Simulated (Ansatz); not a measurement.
# WC (triplet): the correlation ladder, def2-QZVPP

The task here is to estimate one member of a computed series from the others.

The runs use Ansatz 0.2.0, Gaussian basis; def2-QZVPP, core rule «outside noble gas», up to 5 orbitals frozen.

The runs, in order: UHF; ROHF; CCSD(T) on UHF.

2 further runs of the same task are left out: 2 set aside as unsound or not needed.

**The geometry**

The geometry is a PBE0/def2-TZVP stationary point (not a proven minimum). No spin-orbit coupling is included. Elements past krypton take def2 core potentials.

2 atoms, charge 0, spin multiplicity 3.

Atoms are counted from 1 here; the program's logs count them from 0.

Bond lengths: W1–C2 1.699 Å.

Set-up of the first run:

File in.yaml:

```yaml
crystal:
  periodic: [false, false, false]
  atoms:
    - {symbol: W, position_ang: [0.000000, 0.000000, 0.000000]}
    - {symbol: C, position_ang: [0.000000, 0.000000, 1.698800]}
basis:
  gaussian: {orbitals: "def2-QZVPP.json"}
magnetization: {spin_polarized: true, initial_magnetization: 2}
hamiltonian: {xc: hf}
output: {orbitals: {seedname: orbitals}}
```

Run with:

```
ansatz run in.yaml --threads 1 --pin off --events-out ev --progress --plain --max-ram 4096MiB --backend cpu
```

Among the steps run: UHF; ROHF; CCSD(T) on UHF.

One table of the session follows, with a row left open; its other results are not shown here.

| method | from UCCSD(T) (kJ/mol) |
| --- | --- |
| ROHF | +974.5 |
| UMP2 | ? |
| UCCSD | +64.5 |
| UCCSD(T) | 0 |

Estimate the missing values for UMP2.

As computed: from UCCSD(T) (kJ/mol): +147.7. In the column «from UCCSD(T) (kJ/mol)» it lies between UCCSD (+64.5) and ROHF (+974.5).

Left out of the table: UHF (another determinant or state than the rows shown).

Limits of these values: The determinant is far from a pure spin state, so its energy mixes those of several spin states (harmless only where they are near-degenerate, as at dissociation). Warnings: spin contamination; coupled cluster took another determinant than the lowest.
